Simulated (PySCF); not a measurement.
# C₄H₃BrClFO− (doublet): open-shell or spin-flip excitations

What do calculations give for the open-shell or spin-flip excitations of C₄H₃BrClFO− (doublet) (`C/C(Cl)=C(/F)C(=O)Br`)?

Programs: PySCF 2.14.0, with routines of our own; each step states its level. All values are computed. Atoms count from 0.

## 1. The system as given

11 atoms, charge -1, multiplicity 2; geometry from: GFN2-xTB.

## 2. Open-shell or spin-flip excitations: unrestricted TDDFT M06-2X/def2-SVPD in tetrahydrofuran

What the job is given:

```
{"job": {"kind": "uabs", "xc": "M06-2X", "basis": "def2-SVPD", "nstates": 10, "tda": false, "solvent": "tetrahydrofuran", "pol": false}, "charge": -1, "multiplicity": 2}
C     -1.414211    -0.695097    -0.153688
C     -0.670746     0.579623     0.014411
Cl    -1.655974     2.018742     0.048975
C      0.710688     0.718693     0.097490
F      1.198767     1.995435     0.190850
C      1.611891    -0.331318     0.104888
O      1.474948    -1.549053     0.052111
Br     3.553229     0.337000     0.211689
H     -2.161806    -0.826128     0.634218
H     -1.937592    -0.728796    -1.115283
H     -0.703770    -1.516431    -0.111625
```

Level: unrestricted TDDFT M06-2X/def2-SVPD, vertical, IEF-PCM tetrahydrofuran (non-equilibrium linear response), core orbitals frozen in the response.

Launch:

```sh
$ OMP_NUM_THREADS=1 python excited_run.py task.json out
```

One launch serves the whole session: the jobs run in the order shown.

Standard output:

```text
coarse grid: 52264 points
cycle   1  E = -3362.8208247390  dE =  8.735e-02  |g| = 5.867e-01  |ddm| = 4.507e+00
cycle   2  E = -3362.6169481478  dE =  2.039e-01  |g| = 9.552e-01  |ddm| = 2.154e+00
cycle   3  E = -3362.9650236537  dE = -3.481e-01  |g| = 8.218e-02  |ddm| = 1.491e+00
cycle   4  E = -3362.9674537544  dE = -2.430e-03  |g| = 4.717e-02  |ddm| = 1.924e-01
cycle   5  E = -3362.9683770706  dE = -9.233e-04  |g| = 9.325e-03  |ddm| = 6.334e-02
cycle   6  E = -3362.9684691314  dE = -9.206e-05  |g| = 4.711e-03  |ddm| = 2.843e-02
cycle   7  E = -3362.9684970831  dE = -2.795e-05  |g| = 1.998e-03  |ddm| = 1.283e-02
cycle   8  E = -3362.9685059757  dE = -8.893e-06  |g| = 7.273e-04  |ddm| = 9.103e-03
final grid: 108584 points
cycle   9  E = -3362.9677164426  dE = -6.089e-06  |g| = 1.347e-03  |ddm| = 3.745e-02
cycle  10  E = -3362.9677168785  dE = -4.359e-07  |g| = 1.204e-03  |ddm| = 5.924e-03
cycle  11  E = -3362.9677175559  dE = -6.774e-07  |g| = 2.594e-04  |ddm| = 2.390e-03
cycle  12  E = -3362.9677176022  dE = -4.631e-08  |g| = 1.283e-04  |ddm| = 8.522e-04
cycle  13  E = -3362.9677176267  dE = -2.448e-08  |g| = 6.366e-05  |ddm| = 5.625e-04
cycle  14  E = -3362.9677176317  dE = -4.999e-09  |g| = 2.984e-05  |ddm| = 2.097e-04
cycle  15  E = -3362.9677176333  dE = -1.555e-09  |g| = 1.358e-05  |ddm| = 1.735e-04
cycle  16  E = -3362.9677176334  dE = -1.837e-10  |g| = 3.638e-06  |ddm| = 5.120e-05
converged SCF energy = -3362.9677176334

<S^2> of the reference = 0.7694 (exact 0.7500)

Excitations
state   eV       nm        f      <S^2>   main configurations
  1   1.8606    666.4   0.00003   0.804   Ha->La 0.81
  2   3.4607    358.3   0.00022   0.832   Ha->L+1a 0.68
  3   3.5613    348.1   0.00018   0.818   Ha->L+2a 0.61
  4   3.6256    342.0   0.01029   0.769   Hb->Lb 0.60, Ha->L+10a 0.22
  5   4.3690    283.8   0.00003   0.794   Ha->L+3a 0.74
  6   4.4416    279.1   0.00081   0.837   H-1b->Lb 0.78, H-3b->Lb 0.10
  7   4.4634    277.8   0.00973   0.797   Ha->L+4a 0.46, Ha->L+1a 0.15, Ha->L+2a 0.12, Ha->L+6a 0.09
  8   4.5506    272.5   0.30336   0.796   Ha->L+5a 0.69, Hb->Lb 0.17
  9   4.8074    257.9   0.00288   0.797   Ha->L+6a 0.76, Ha->La 0.10, Ha->L+4a 0.08
 10   4.9160    252.2   0.33210   0.832   Ha->L+10a 0.51, Ha->L+5a 0.20, Hb->Lb 0.12
```

Wall time 1.9 min (1 thread of AMD EPYC 7B13, shared host); peak memory 0.94 GiB.

Key values:

| quantity | value |
| --- | --- |
| ⟨S²⟩ | 0.769 |

Löwdin spin populations:

| atom | value (e) |
| --- | --- |
| C0 | 0.03 |
| C1 | 0.37 |
| Cl2 | 0.06 |
| C3 | 0.03 |
| F4 | -0.01 |
| C5 | 0.25 |
| O6 | 0.21 |
| Br7 | 0.02 |
| H8 | 0.01 |
| H9 | 0.02 |
| H10 | 0.00 |

With diffuse functions Löwdin's scheme smears the spin, so small populations can have the wrong sign.

## 3. Open-shell or spin-flip excitations: unrestricted TDDFT M06-2X/def2-SVPD

The job, as its differences from that of step 2:

```diff
@@ -1,2 +1,2 @@
-{"job": {"kind": "uabs", "xc": "M06-2X", "basis": "def2-SVPD", "nstates": 10, "tda": false, "solvent": "tetrahydrofuran", "pol": false}, "charge": -1, "multiplicity": 2}
+{"job": {"kind": "uabs", "xc": "M06-2X", "basis": "def2-SVPD", "nstates": 10, "tda": false}, "charge": -1, "multiplicity": 2}
 C     -1.414211    -0.695097    -0.153688
```

Level: unrestricted TDDFT M06-2X/def2-SVPD, vertical, gas phase, core orbitals frozen in the response.

Standard output:

```text
coarse grid: 52264 points
cycle   1  E = -3362.7448767740  dE =  1.629e-01  |g| = 5.954e-01  |ddm| = 4.505e+00
cycle   2  E = -3362.4636031273  dE =  2.813e-01  |g| = 1.059e+00  |ddm| = 2.448e+00
cycle   3  E = -3362.8953722925  dE = -4.318e-01  |g| = 1.063e-01  |ddm| = 1.678e+00
cycle   4  E = -3362.8994919692  dE = -4.120e-03  |g| = 5.890e-02  |ddm| = 2.555e-01
cycle   5  E = -3362.9009100239  dE = -1.418e-03  |g| = 1.192e-02  |ddm| = 8.357e-02
cycle   6  E = -3362.9010328926  dE = -1.229e-04  |g| = 5.482e-03  |ddm| = 3.660e-02
cycle   7  E = -3362.9010706737  dE = -3.778e-05  |g| = 2.348e-03  |ddm| = 1.516e-02
cycle   8  E = -3362.9010823461  dE = -1.167e-05  |g| = 1.341e-03  |ddm| = 1.024e-02
cycle   9  E = -3362.9010844140  dE = -2.068e-06  |g| = 6.372e-04  |ddm| = 4.616e-03
final grid: 108584 points
cycle  10  E = -3362.9002837030  dE = -5.751e-06  |g| = 1.377e-03  |ddm| = 3.840e-02
cycle  11  E = -3362.9002838310  dE = -1.280e-07  |g| = 1.440e-03  |ddm| = 7.009e-03
cycle  12  E = -3362.9002848194  dE = -9.884e-07  |g| = 2.793e-04  |ddm| = 3.556e-03
cycle  13  E = -3362.9002848636  dE = -4.425e-08  |g| = 9.552e-05  |ddm| = 6.735e-04
cycle  14  E = -3362.9002848755  dE = -1.190e-08  |g| = 5.976e-05  |ddm| = 4.203e-04
cycle  15  E = -3362.9002848789  dE = -3.373e-09  |g| = 2.706e-05  |ddm| = 1.683e-04
cycle  16  E = -3362.9002848805  dE = -1.563e-09  |g| = 1.192e-05  |ddm| = 1.543e-04
cycle  17  E = -3362.9002848807  dE = -2.660e-10  |g| = 3.417e-06  |ddm| = 6.672e-05
converged SCF energy = -3362.9002848807

Static polarisability (au): isotropic 110.547, principal 69.907 100.190 161.543

<S^2> of the reference = 0.7674 (exact 0.7500)

Excitations
state   eV       nm        f      <S^2>   main configurations
  1   1.8416    673.2   0.00002   0.798   Ha->La 0.62, Ha->L+6a 0.23
  2   3.0857    401.8   0.00059   0.830   Ha->L+1a 0.71, Ha->L+13a 0.12
  3   3.2122    386.0   0.00095   0.783   Ha->L+2a 0.83
  4   3.6485    339.8   0.00596   0.767   Hb->Lb 0.61, Ha->L+14a 0.12, Ha->L+5a 0.10, Ha->L+11a 0.10
  5   3.9096    317.1   0.00046   0.783   Ha->L+3a 0.46, Ha->L+4a 0.24, Ha->L+7a 0.10, Ha->L+2a 0.08
  6   3.9903    310.7   0.00190   0.803   Ha->L+6a 0.46, Ha->La 0.24, Ha->L+3a 0.08
  7   4.1309    300.1   0.00220   0.788   Ha->L+4a 0.51, Ha->L+6a 0.15, Ha->L+3a 0.13
  8   4.2405    292.4   0.10470   0.782   Ha->L+5a 0.83, Hb->Lb 0.12
  9   4.2463    292.0   0.00018   0.835   H-1b->Lb 0.76, H-3b->Lb 0.12
 10   4.5730    271.1   0.00003   0.837   Ha->L+7a 0.58, Ha->L+3a 0.21
```

Run time: 2.1 min. Hardware: 1 thread of AMD EPYC 7B13, shared host; peak memory 0.9 GiB.

Key values:

| quantity | value |
| --- | --- |
| ⟨S²⟩ | 0.767 |

## 4. What came out

| quantity | value |
| --- | --- |
| lowest and brightest state of nearly pure spin, of 10 (step 2, unrestricted TDDFT M06-2X/def2-SVPD in tetrahydrofuran) | 1.86 eV; 4.92 eV, f = 0.332 |
| lowest and brightest state of nearly pure spin, of 10 (step 3, unrestricted TDDFT M06-2X/def2-SVPD) | 1.84 eV; 4.24 eV, f = 0.105 |

What this shows: For an anion in the gas phase, states above the energy of detachment are held by the basis alone, so excitations and responses hang on it. The lowest state of nearly pure spin runs from 1.84 to 1.86 eV over the runs.
